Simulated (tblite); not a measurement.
# B22H18N22: the cost of one run

Programs: tblite 0.8.0 and PySCF 2.14.0, with routines of our own; each step states its level. All values are computed. Atoms count from 0.

### 1 The starting structure

62 atoms, charge 0, multiplicity 1; geometry from: force field, distance geometry or constructed start.

### 2 Optimising the geometry with GFN2-xTB

The job: settings as JSON, then the geometry in Å.

```
{"job": {"kind": "relax", "xc": "GFN2-xTB", "basis": "xTB"}, "charge": 0, "multiplicity": 1}
N     -2.506600     0.716900    -0.001600
B     -3.770400     1.446300    -0.006900
N     -5.017700     0.716400     0.001000
B     -5.023600    -0.726900    -0.006200
N     -3.768200    -1.457500     0.003400
B     -2.514800    -0.731800    -0.002600
N      6.278800    -1.454600    -0.003300
B      5.026300    -0.728600     0.001500
N      3.769900    -1.458400    -0.000400
B      3.764400    -2.907100     0.001600
N      5.020800    -3.632500    -0.002100
B      6.276200    -2.908300    -0.000000
N      1.252300     2.894400     0.005000
B      0.002200     3.618100    -0.002700
N     -1.257900     2.898800     0.000200
B     -1.257600     1.444300     0.006300
N      0.000400     0.720600     0.000900
B      1.254600     1.440300    -0.001000
N      2.510900     0.720500     0.002500
B      0.002800    -0.730400     0.002700
N      1.253400    -1.452500     0.001500
B      2.510600    -0.729800    -0.000200
N     -6.275300    -1.451700     0.006600
B     -6.282900    -2.910600    -0.001500
N     -5.022400    -3.628700     0.000900
B     -3.773300    -2.907200     0.002500
N      5.023600     0.721000    -0.000700
B      3.766600     1.444300     0.001200
N     -1.255100    -1.455900    -0.002000
B     -1.254600    -2.905900     0.003400
N      0.003600    -3.630700    -0.001100
B      1.253800    -2.905000     0.000200
N      2.510500    -3.631200    -0.001900
B     -2.509400     3.617400     0.003700
N     -3.766000     2.895500    -0.003300
N      3.767700     2.895900    -0.002900
B      2.510700     3.618800    -0.004100
N     -2.510600    -3.628800    -0.002600
N      6.279800     2.889800    -0.000100
B      5.018100     3.622100     0.001200
B      6.278600     1.441400     0.003800
B     -5.017000     3.613100     0.003700
N     -6.273800     2.894700    -0.003600
B     -6.276100     1.443200    -0.001800
H      7.175700    -0.934600     0.002400
H      5.021000    -4.669700    -0.003400
H      7.294300    -3.491200    -0.000600
H     -0.000300     4.791300     0.002300
H     -7.177800    -0.935900     0.000200
H     -7.290000    -3.490600     0.002000
H     -5.023800    -4.678600     0.003100
H      0.006600    -4.670000    -0.000300
H      2.511100    -4.671700     0.000100
H     -2.514900     4.787100    -0.003000
H      2.512200     4.787800     0.001500
H     -2.512000    -4.668300     0.000600
H      7.186000     3.408000    -0.001900
H      5.025600     4.796300    -0.000700
H      7.292000     0.858000     0.004000
H     -5.023800     4.790700    -0.001000
H     -7.183200     3.414600     0.001500
H     -7.288000     0.858400    -0.001900
```

Command:

```console
OMP_NUM_THREADS=4 python large_run.py task.json out
```

This one command runs all jobs of the session in turn.

Q: Estimate the wall time and peak memory of this first job on 4 threads of Arm Neoverse N1, shared host.

About 2.3 s, with a peak of 0.14 GiB.
